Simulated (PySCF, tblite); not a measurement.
**C6H15NSi: geometry, infrared bands and NMR shifts**

Aim: predict the infrared bands and NMR shifts of C6H15NSi (`C=N[Si@H](C)C(C)(C)C`).

Computed with tblite 0.8.0 and PySCF 2.14.0, with density-fitted response routines of our own, on a single molecule in the gas phase. Atoms are numbered from 0 throughout.

### 1 The molecule as given

23 atoms, charge 0, multiplicity 1; geometry from: force field or distance geometry start.

Bonds of the start (Å): C0–N1 1.29, N1–Si2 1.78, Si2–C3 1.84, Si2–C4 1.86, C4–C5 1.51, C4–C6 1.53, C4–C7 1.48, C0–H8 1.08, C0–H9 1.08, Si2–H10 1.44, C3–H11 1.10, C3–H12 1.12, C3–H13 1.12, C5–H14 1.13, C5–H15 1.09, C5–H16 1.13, C6–H17 1.11, C6–H18 1.11, C6–H19 1.10, C7–H20 1.14, C7–H21 1.11, C7–H22 1.10.

### 2 Geometry optimisation with GFN2-xTB

What the job is given:

```
{"job": {"kind": "relax", "xc": "GFN2-xTB", "basis": "xTB"}, "charge": 0, "multiplicity": 1}
C      2.318500     2.048900    -0.828400
N      1.291300     1.287800    -1.030600
Si     0.933300    -0.031000     0.114900
C      1.784600    -1.565900    -0.422800
C     -0.917200    -0.143200     0.219700
C     -1.350400     0.897400     1.220100
C     -1.514600     0.267800    -1.126300
C     -1.423200    -1.449500     0.708200
H      2.526200     2.847000    -1.532700
H      2.943000     1.898000     0.042400
H      1.429400     0.341900     1.419100
H      1.344400    -2.085200    -1.290400
H      2.843600    -1.298100    -0.653800
H      1.868400    -2.292000     0.430800
H     -0.843400     1.874500     0.947800
H     -2.438400     0.980100     1.286100
H     -0.953600     0.602900     2.237400
H     -0.983400     1.166900    -1.514900
H     -2.578600     0.527900    -0.966100
H     -1.405700    -0.540400    -1.860700
H     -2.523100    -1.299900     0.947200
H     -0.963700    -1.735300     1.676300
H     -1.392100    -2.273600    -0.013200
```

Launch:

```sh
$ OMP_NUM_THREADS=1 python probes_run.py task.json out
```

One launch serves the whole session: the jobs run in the order shown.

The program printed:

```text
step      E/eV     max force
  0    -682.96874    2.858
  1    -683.24042    2.590
  2    -683.31681    0.864
  3    -683.35007    0.415
  4    -683.39924    0.426
  5    -683.42656    0.464
  6    -683.45627    0.328
  7    -683.47471    0.309
  8    -683.49403    0.372
  9    -683.50870    0.339
 10    -683.52036    0.219
 11    -683.52929    0.176
 12    -683.53760    0.211
 13    -683.54589    0.217
 14    -683.55407    0.167
 15    -683.56222    0.182
 16    -683.57080    0.207
 17    -683.57870    0.205
 18    -683.58432    0.149
 19    -683.58821    0.127
 20    -683.59200    0.163
 21    -683.59663    0.198
 22    -683.60137    0.185
 23    -683.60504    0.125
 24    -683.60794    0.110
 25    -683.61100    0.151
 26    -683.61444    0.204
 27    -683.61795    0.181
 28    -683.62138    0.153
 29    -683.62504    0.139
 30    -683.62905    0.183
 31    -683.63284    0.187
 32    -683.63550    0.114
 33    -683.63733    0.108
 34    -683.63937    0.149
 35    -683.64176    0.174
 36    -683.64389    0.157
 37    -683.64532    0.087
 38    -683.64644    0.101
 39    -683.64744    0.109
 40    -683.64890    0.100
 41    -683.64966    0.088
 42    -683.65057    0.076
 43    -683.65134    0.081
 44    -683.65225    0.083
 45    -683.65308    0.070
 46    -683.65385    0.084
 47    -683.65453    0.072
 48    -683.65515    0.083
 49    -683.65574    0.080
 50    -683.65630    0.071
 51    -683.65682    0.080
 52    -683.65726    0.059
 53    -683.65756    0.042
 54    -683.65774    0.027
 55    -683.65789    0.031
 56    -683.65805    0.036
 57    -683.65829    0.034
 58    -683.65865    0.046
 59    -683.65910    0.052
 60    -683.65954    0.047
 61    -683.65993    0.057
 62    -683.66036    0.060
 63    -683.66100    0.057
 64    -683.66179    0.073
 65    -683.66245    0.062
 66    -683.66285    0.050
 67    -683.66314    0.050
 68    -683.66345    0.046
 69    -683.66378    0.042
 70    -683.66410    0.037
 71    -683.66441    0.038
 72    -683.66478    0.041
 73    -683.66522    0.049
 74    -683.66564    0.039
 75    -683.66597    0.035
 76    -683.66623    0.038
 77    -683.66646    0.035
 78    -683.66669    0.030
 79    -683.66687    0.031
 80    -683.66705    0.034
 81    -683.66730    0.039
 82    -683.66760    0.037
 83    -683.66791    0.034
 84    -683.66816    0.037
 85    -683.66845    0.043
 86    -683.66889    0.053
 87    -683.66947    0.084
 88    -683.66998    0.060
 89    -683.67029    0.092
 90    -683.67051    0.041
 91    -683.67072    0.030
 92    -683.67105    0.035
 93    -683.67136    0.052
 94    -683.67164    0.060
 95    -683.67193    0.055
 96    -683.67229    0.038
 97    -683.67262    0.029
 98    -683.67282    0.025
 99    -683.67292    0.029
100    -683.67298    0.018
101    -683.67305    0.024
102    -683.67316    0.032
103    -683.67324    0.021
104    -683.67331    0.018
105    -683.67338    0.025
106    -683.67343    0.018
107    -683.67347    0.017
108    -683.67353    0.018
109    -683.67360    0.020
110    -683.67369    0.024
111    -683.67381    0.024
112    -683.67396    0.026
113    -683.67413    0.026
114    -683.67432    0.036
115    -683.67452    0.042
116    -683.67473    0.035
117    -683.67494    0.032
118    -683.67517    0.033
119    -683.67544    0.051
120    -683.67580    0.058
121    -683.67619    0.045
122    -683.67652    0.038
123    -683.67673    0.033
124    -683.67688    0.034
125    -683.67701    0.037
126    -683.67718    0.037
127    -683.67747    0.039
128    -683.67774    0.050
129    -683.67801    0.043
130    -683.67825    0.029
131    -683.67846    0.028
132    -683.67865    0.038
133    -683.67885    0.040
134    -683.67905    0.037
135    -683.67925    0.027
136    -683.67943    0.028
137    -683.67960    0.032
138    -683.67976    0.031
139    -683.67988    0.019
140    -683.67996    0.020
141    -683.68005    0.021
142    -683.68014    0.021
143    -683.68024    0.027
144    -683.68036    0.031
145    -683.68050    0.028
146    -683.68066    0.025
147    -683.68083    0.027
148    -683.68097    0.028
149    -683.68110    0.025
150    -683.68123    0.025
151    -683.68135    0.027
152    -683.68145    0.026
153    -683.68154    0.018
154    -683.68163    0.020
155    -683.68173    0.020
156    -683.68182    0.021
157    -683.68191    0.022
158    -683.68200    0.022
159    -683.68212    0.024
160    -683.68227    0.026
161    -683.68240    0.021
162    -683.68248    0.016
163    -683.68252    0.012
164    -683.68256    0.013
165    -683.68258    0.013
166    -683.68261    0.014
167    -683.68262    0.009
```

It took 1.3 s on 1 thread of Arm Neoverse V2, shared host; peak memory 0.18 GiB.

Step by step: (not every step is listed)

| step | energy from step 0 (eV) | largest force (eV/Å) |
| --- | --- | --- |
| 0 | 0.0000 | 2.8580 |
| 1 | -0.2717 | 2.5899 |
| 2 | -0.3481 | 0.8635 |
| 3 | -0.3813 | 0.4147 |
| 4 | -0.4305 | 0.4262 |
| 5 | -0.4578 | 0.4637 |
| 6 | -0.4875 | 0.3284 |
| 7 | -0.5060 | 0.3088 |
| 8 | -0.5253 | 0.3719 |
| 23 | -0.6363 | 0.1252 |
| 38 | -0.6777 | 0.1009 |
| 53 | -0.6888 | 0.0423 |
| 68 | -0.6947 | 0.0460 |
| 83 | -0.6992 | 0.0340 |
| 98 | -0.7041 | 0.0253 |
| 113 | -0.7054 | 0.0259 |
| 128 | -0.7090 | 0.0505 |
| 143 | -0.7115 | 0.0269 |
| 158 | -0.7133 | 0.0222 |
| 162 | -0.7137 | 0.0163 |
| 163 | -0.7138 | 0.0124 |
| 164 | -0.7138 | 0.0132 |
| 165 | -0.7138 | 0.0128 |
| 166 | -0.7139 | 0.0138 |
| 167 | -0.7139 | 0.0086 |

Distances of close pairs at the start and the end, largest changes first:

| bond | before (Å) | after (Å) | change (Å) |
| --- | --- | --- | --- |
| Si2–C4 | 1.857 | 1.920 | +0.064 |
| Si2–C3 | 1.836 | 1.896 | +0.060 |
| N1–Si2 | 1.783 | 1.724 | -0.059 |
| C0–N1 | 1.294 | 1.247 | -0.047 |
| C5–H14 | 1.134 | 1.088 | -0.046 |
| C7–H20 | 1.135 | 1.090 | -0.045 |
| C4–C7 | 1.484 | 1.528 | +0.044 |
| C5–H16 | 1.131 | 1.088 | -0.043 |

The next job starts from the end point, and lists it.

### 3 Harmonic vibrations with GFN2-xTB

What the job is given:

```
{"job": {"kind": "ir", "xc": "GFN2-xTB", "basis": "xTB"}, "charge": 0, "multiplicity": 1}
C      2.198432     2.225062    -0.461366
N      1.532556     1.196914    -0.695386
Si     1.067534    -0.188105     0.220564
C      1.687296    -1.654971    -0.808810
C     -0.849534    -0.091040     0.280406
C     -1.281657     1.169185     1.029511
C     -1.430511    -0.050668    -1.132407
C     -1.405418    -1.312511     1.010536
H      2.315250     2.972294    -1.243484
H      2.691514     2.448498     0.488608
H      1.575195    -0.294128     1.603110
H      1.388680    -1.560652    -1.847434
H      2.770043    -1.716280    -0.782379
H      1.294432    -2.591479    -0.428297
H     -0.914017     2.059392     0.523472
H     -2.368844     1.230393     1.083203
H     -0.891659     1.169697     2.045477
H     -1.023016     0.788693    -1.690152
H     -2.515413     0.054219    -1.096146
H     -1.197939    -0.966326    -1.671063
H     -2.493281    -1.262976     1.064003
H     -1.019598    -1.368699     2.026355
H     -1.134799    -2.229527     0.491757
```

The program printed:

```text
mode    cm-1     km/mol
  1      34.2      0.14
  2      68.6      3.45
  3     110.9      0.36
  4     132.8      2.55
  5     146.7      0.97
  6     189.5     12.42
  7     212.8      0.06
  8     236.4      3.16
  9     245.7      0.88
 10     264.2      1.67
 11     271.4      0.38
 12     296.2     11.92
 13     361.8      4.84
 14     386.4      0.88
 15     395.7      9.52
 16     486.9     11.55
 17     599.1     22.31
 18     632.1    107.13
 19     667.5     89.59
 20     734.3     49.16
 21     780.6     72.58
 22     833.0    131.87
 23     848.0    154.92
 24     894.0     25.13
 25     966.3      0.01
 26     974.3      0.75
 27     975.0      0.77
 28     995.7     11.68
 29    1035.4      4.21
 30    1036.7      3.94
 31    1142.2     14.30
 32    1225.5      2.55
 33    1228.8      1.32
 34    1236.7     12.02
 35    1367.7      9.44
 36    1409.2      2.25
 37    1411.1      1.75
 38    1431.8      0.44
 39    1451.5      1.00
 40    1484.7      0.44
 41    1491.5      0.32
 42    1499.2      0.23
 43    1502.7      0.18
 44    1504.3      0.11
 45    1513.6      2.67
 46    1516.6      3.32
 47    1520.3      2.41
 48    1757.2     79.15
 49    2141.3    364.91
 50    2876.1     96.86
 51    2964.5     52.75
 52    2990.2      3.83
 53    2992.1      0.77
 54    2998.2    173.06
 55    3016.6      6.63
 56    3023.5     77.10
 57    3027.7     13.40
 58    3029.4     13.36
 59    3032.9     83.77
 60    3040.1     27.09
 61    3051.4     35.85
 62    3052.9     16.77
 63    3055.3     31.68
```

Wall time 0.94 s (1 thread of Arm Neoverse V2, shared host); peak memory 0.18 GiB.

Which atoms move in the most intense modes:

| cm⁻¹ | km/mol | atoms |
| --- | --- | --- |
| 632 | 107.1 | H10 66 % |
| 668 | 89.6 | H10 80 % |
| 833 | 131.9 | H12 35 %, H11 27 %, C3 16 % |
| 848 | 154.9 | H13 35 %, Si2 21 %, C3 13 %, H12 11 % |
| 2141 | 364.9 | H10 97 % |
| 2876 | 96.9 | H9 91 % |
| 2998 | 173.1 | H20 38 %, H15 33 %, H18 20 % |
| 3033 | 83.8 | H19 59 %, H22 23 % |

### 4 Nuclear shieldings: PBE0/pcSseg-1

Same as in step 3 but for these lines:

```diff
@@ -1,2 +1,2 @@
-{"job": {"kind": "ir", "xc": "GFN2-xTB", "basis": "xTB"}, "charge": 0, "multiplicity": 1}
+{"job": {"kind": "nmr", "xc": "PBE0", "basis": "pcSseg-1"}, "charge": 0, "multiplicity": 1}
 C      2.198432     2.225062    -0.461366
```

With the program's defaults for keys left out, this is: GIAO PBE0/pcSseg-1 NMR shielding, non-relativistic, gas phase.

The program printed:

```text
coarse grid: 18504 points
cycle   1  E = -581.2471498520  dE =  6.192e-01  |g| = 6.143e-01  |ddm| = 4.073e+00
cycle   2  E = -581.1439787793  dE =  1.032e-01  |g| = 9.058e-01  |ddm| = 1.418e+00
cycle   3  E = -581.3382140001  dE = -1.942e-01  |g| = 1.671e-01  |ddm| = 9.538e-01
cycle   4  E = -581.3442756667  dE = -6.062e-03  |g| = 3.449e-02  |ddm| = 1.367e-01
cycle   5  E = -581.3445191349  dE = -2.435e-04  |g| = 1.095e-02  |ddm| = 3.888e-02
cycle   6  E = -581.3445466056  dE = -2.747e-05  |g| = 2.901e-03  |ddm| = 1.315e-02
cycle   7  E = -581.3445485907  dE = -1.985e-06  |g| = 4.734e-04  |ddm| = 3.128e-03
final grid: 170752 points
cycle   8  E = -581.3919120376  dE = -6.290e-05  |g| = 1.050e-02  |ddm| = 3.720e-02
cycle   9  E = -581.3918998752  dE =  1.216e-05  |g| = 1.265e-02  |ddm| = 2.101e-02
cycle  10  E = -581.3919397944  dE = -3.992e-05  |g| = 1.788e-03  |ddm| = 1.205e-02
cycle  11  E = -581.3919404707  dE = -6.764e-07  |g| = 4.928e-04  |ddm| = 1.577e-03
cycle  12  E = -581.3919405174  dE = -4.664e-08  |g| = 1.535e-04  |ddm| = 4.852e-04
cycle  13  E = -581.3919405227  dE = -5.321e-09  |g| = 4.058e-05  |ddm| = 1.810e-04
cycle  14  E = -581.3919405231  dE = -3.638e-10  |g| = 7.598e-06  |ddm| = 4.581e-05
converged SCF energy = -581.3919405231

GIAO shielding tensors (ppm)
atom      isotropic    diamagn.    paramagn.     s11        s22        s33       span
  0 C       15.634     252.187    -236.554    -78.720     -0.922    126.542    205.262
  1 N     -164.909     333.957    -498.865   -577.339   -195.739    278.352    855.691
  2 Si     355.258     883.698    -528.440    327.179    354.192    384.402     57.222
  3 C      191.524     255.309     -63.786    185.962    193.015    195.594      9.633
  4 C      166.000     249.400     -83.400    163.499    164.476    170.025      6.525
  5 C      159.161     249.407     -90.246    142.435    148.259    186.788     44.353
  6 C      159.197     249.573     -90.375    143.698    147.695    186.199     42.501
  7 C      159.342     249.207     -89.865    144.659    146.294    187.074     42.416
  8 H       23.018      28.776      -5.758     21.535     22.312     25.207      3.672
  9 H       22.937      29.799      -6.862     20.462     22.023     26.325      5.863
 10 H       26.944      32.136      -5.191     23.842     25.385     31.606      7.764
 11 H       31.165      32.356      -1.191     26.230     29.785     37.480     11.250
 12 H       31.573      29.648       1.925     27.027     28.136     39.555     12.528
 13 H       31.691      32.023      -0.332     26.596     30.402     38.076     11.480
 14 H       30.804      32.900      -2.096     25.900     29.459     37.053     11.153
 15 H       31.041      32.190      -1.149     27.342     28.594     37.186      9.844
 16 H       30.900      32.404      -1.505     26.803     28.277     37.620     10.817
 17 H       30.135      32.652      -2.517     25.512     28.377     36.515     11.003
 18 H       31.065      32.528      -1.464     27.442     28.648     37.104      9.661
 19 H       30.558      33.187      -2.629     25.847     29.425     36.403     10.556
 20 H       30.855      31.838      -0.983     27.371     28.342     36.853      9.482
 21 H       30.708      31.986      -1.278     26.795     27.977     37.353     10.558
 22 H       30.635      32.518      -1.883     25.859     29.435     36.612     10.753
```

It took 45 s on 1 thread of Arm Neoverse V2, shared host; peak memory 1.1 GiB.

Shifts follow as δ = σ(reference) − σ, with reference shieldings (ppm) from runs at the same level and on the same kind of geometry: 1H TMS 31.72, 13C TMS 186.9, 29Si TMS 349.2, 15N NH3 267.7. The references are single molecules in the gas phase, so shifts against H2O, NH3, PH3, H3PO4 or CFCl3 are not on the usual liquid scales and can be off by tens of ppm. Atoms listed in one row are averaged.

| atoms | environment | σ (ppm) | δ (ppm) | δ scaled to CDCl3 |
| --- | --- | --- | --- | --- |
| C0 | C=N carbon | 15.6 | 171.3 | 165.3 |
| C5, C6, C7 | methyl carbon | 159.2 | 27.7 | 25.1 |
| C4 | fully substituted sp3 carbon bonded to Si | 166.0 | 20.9 | 18.5 |
| C3 | methyl carbon bonded to Si | 191.5 | -4.6 | -6.4 |
| H9 | hydrogen on a C=N carbon | 22.94 | 8.78 | 8.38 |
| H8 | hydrogen on a C=N carbon | 23.02 | 8.70 | 8.31 |
| H10 | hydrogen on a silicon bonded to 2 C, N | 26.94 | 4.77 | – |
| H14, H15, H16, H17, H18 and 4 more | hydrogen on a methyl carbon | 30.74 | 0.97 | 1.02 |
| H11, H12, H13 | hydrogen on a methyl carbon bonded to Si | 31.48 | 0.24 | 0.33 |
| N1 | imine nitrogen | -164.9 | 432.6 | – |
| Si2 | silicon bonded to 2 C, N, H | 355.3 | -6.1 | – |

The scaled column applies a straight-line fit of computed shieldings to shifts measured in CDCl3 (root-mean-square error 0.16 ppm for H, 1.9 ppm for C).

The run also stored atomic charges by several schemes (e):

| atoms | Mulliken | IAO | Hirshfeld | ESP fit |
| --- | --- | --- | --- | --- |
| C0 | 0.05 | -0.08 | 0.03 | 0.25 |
| N1 | -0.57 | -0.52 | -0.22 | -0.61 |
| Si2 | 0.92 | 1.01 | 0.39 | 0.82 |
| C3 | -0.63 | -0.72 | -0.22 | -0.73 |
| C4 | -0.76 | -0.20 | -0.06 | 0.43 |
| C5, C6, C7 | -0.18 | -0.41 | -0.12 | -0.50 |

Mayer bond orders: C0–N1 1.97, N1–Si2 0.94, Si2–C3 0.96, Si2–C4 0.83, C4–C5 1.02, C4–C6 1.01, C4–C7 1.01.

### 5 Outcome

```
                                                               quantity                             value
                              strongest single infrared mode (GFN2-xTB)             2141 cm⁻¹, 365 km/mol
                                           zero-point energy (GFN2-xTB)                    122.7 kcal/mol
13C shifts against TMS (PBE0/pcSseg-1, means over atoms taken as alike)       171.3, 27.7, 20.9, -4.6 ppm
 1H shifts against TMS (PBE0/pcSseg-1, means over atoms taken as alike)  8.78, 8.70, 4.77, 0.97, 0.24 ppm
                                 15N shifts against NH3 (PBE0/pcSseg-1)                         432.6 ppm
                                29Si shifts against TMS (PBE0/pcSseg-1)                          -6.1 ppm
```

**Reading.** Over 167 steps the energy fell by 0.714 eV; of the close pairs, Si2–C4 changed most, 1.857 to 1.920 Å. No mode is imaginary among the 63: a minimum at this level. The strongest single mode, at 2141 cm⁻¹, moves mainly H10. Unscaled tight-binding wavenumbers are off by several per cent, some by more. Its intensities can rank the bands wrongly. At PBE0/pcSseg-1: The largest span, 856 ppm, is at N1, where the paramagnetic term is -499 ppm.
